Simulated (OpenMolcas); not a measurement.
# Sm³⁺ among point charges: CASSCF levels and susceptibility

How does a field of 6 point charges split the states of Sm³⁺, and what χT follows?

Program: OpenMolcas 26.06. Level of theory: state-averaged CASSCF, spin-orbit coupling by RASSI with atomic mean-field integrals. These are calculated values, not measurements, unless marked.

## 1. What is computed

```
Species                           : Sm³⁺ (samarium, Z = 62, 59 electrons)
Basis                             : ANO-RCC-VDZP [7s6p4d2f1g], 68 functions
Scalar Hamiltonian                : DKH2, point nucleus
Inactive shells                   : 1s 2s 2p 3s 3p 3d 4s 4p 4d 5s 5p
Active space                      : 5 electrons in 7 orbitals (4f)
Some configurations of this space : 4f⁵
Orbitals                          : optimised for the highest spin of each parity, averaged over all roots
```

The outer shells:

4f5
```
4f [↑ ][↑ ][↑ ][↑ ][↑ ][  ][  ]
```

The ion sits among 6 point charges of -1 e arranged as a trigonal prism (D3h), 2.88 Å from the ion, with a polar angle of 58.4° against the regular 49.1°.

The work runs as a chain of OpenMolcas steps in one folder; each step below is one input file. Labels, J, g values, rates, χT and fits are worked out afterwards by a script from the matrices that RASSI stores.

## 2. One- and two-electron integrals

File a.inp:

```
&GATEWAY
Coord
1

Sm 0.0 0.0 0.0
Basis=ANO-RCC-VDZP
Group=NoSym
NoMove
AngMom=0.0 0.0 0.0
AMFI
XField
6 Angstrom 0
2.453737 0.000000 1.507838 -1.000000
-1.226869 2.124999 1.507838 -1.000000
-1.226869 -2.124999 1.507838 -1.000000
2.453737 0.000000 -1.507838 -1.000000
-1.226869 2.124999 -1.507838 -1.000000
-1.226869 -2.124999 -1.507838 -1.000000
&SEWARD
```

Started as:

```console
$ OMP_NUM_THREADS=1 MOLCAS_MEM=2252 MOLCAS_PROJECT=a pymolcas a.inp > a.log
```

## 3. Reference wave functions, sextets, 21 roots

File a.inp:

```
&RASSCF
FileOrb=start.orb
Symmetry=1
Spin=6
nActEl=5 0 0
Inactive=27
Ras2=7
CIRoot=21 21 1
SDav=21
CIMx=300
Iter=120 100
PrWF=0.3
OrbListing=Nothing
MaxOrb=0
>>> COPY $Project.JobIph JOB001
```

start.orb holds the contracted functions of the basis, ordered by shell, or the orbitals of the step before.

## 4. Reference wave functions, quartets, 162 roots

File a.inp:

```
&RASSCF
FileOrb=start.orb
Symmetry=1
Spin=4
nActEl=5 0 0
Inactive=27
Ras2=7
CIRoot=162 162 1
SDav=224
CIMx=300
Iter=120 100
PrWF=0.3
OrbListing=Nothing
MaxOrb=0
CIOnly
>>> COPY $Project.JobIph JOB002
```

## 5. CASSCF: doublets, 162 roots

File a.inp:

```
&RASSCF
FileOrb=start.orb
Symmetry=1
Spin=2
nActEl=5 0 0
Inactive=27
Ras2=7
CIRoot=162 162 1
SDav=490
CIMx=300
Iter=120 100
PrWF=0.3
OrbListing=Nothing
MaxOrb=0
CIOnly
>>> COPY $Project.JobIph JOB003
```

## 6. RASSI: spin-orbit coupling between the states

File a.inp:

```
&RASSI
NrOfJobIphs=3 21 108 40
1 2 3 4 5 6 7 8 9 10 11 12 13 14 15 16 17 18 19 20 21
1 2 3 4 5 6 7 8 9 10 11 12 13 14 15 16 17 18 19 20 21 22 23 24 25 26 27
28 29 30 31 32 33 34 35 36 37 38 39 40 41 42 43 44 45 46 47 48 49 50 51
52 53 54 55 56 57 58 59 60 61 62 63 64 65 66 67 68 69 70 71 72 73 74 75
76 77 78 79 80 81 82 83 84 85 86 87 88 89 90 91 92 93 94 95 96 97 98 99
100 101 102 103 104 105 106 107 108
1 2 3 4 5 6 7 8 9 10 11 12 13 14 15 16 17 18 19 20 21 22 23 24 25 26 27
28 29 30 31 32 33 34 35 36 37 38 39 40
IphNames
JOB001
JOB002
JOB003
EJob
SpinOrbit
DIPRint=1.0
SOCoupling=1000.0
Subsets=2
Property=9
'ANGMOM' 1 'ANGMOM' 2 'ANGMOM' 3 'MLTPL  1' 1 'MLTPL  1' 2 'MLTPL  1' 3
'AMFI' 1 'AMFI' 2 'AMFI' 3
SOProperty=3
'ANGMOM' 1 'ANGMOM' 2 'ANGMOM' 3
```

Before running it: what results should come out? Wanted: spin-free ground state; first state of the same spin within the active space; lowest level; next level.

As calculated:

```
                                            quantity                              value
                                              method                             CASSCF
                              spin-free ground state     6E, 2-fold in its orbital part
first state of the same spin within the active space                     6E at 130 cm⁻¹
                                        lowest level  2-fold E1/2, g = 0.00, 0.00, 1.22
                                          next level                         121.8 cm⁻¹
                                         χT at 300 K                     0.30 cm³ K/mol
                           effective moment at 300 K                            1.56 μB
```

In words: The spin-free ground state (6E) comes to 100 % from free-ion H terms and keeps the highest spin of the shell. The quartets, doublets rest on orbitals optimised for another spin in at least one step, which raises them against the optimised states. Not all states of the active space went into the spin-orbit step. High states of lower spin are left out of the spin-orbit mixing, and CASSCF puts spin-flip levels too high. Point charges carry no covalency, so the field is a model and not that of real ligands.
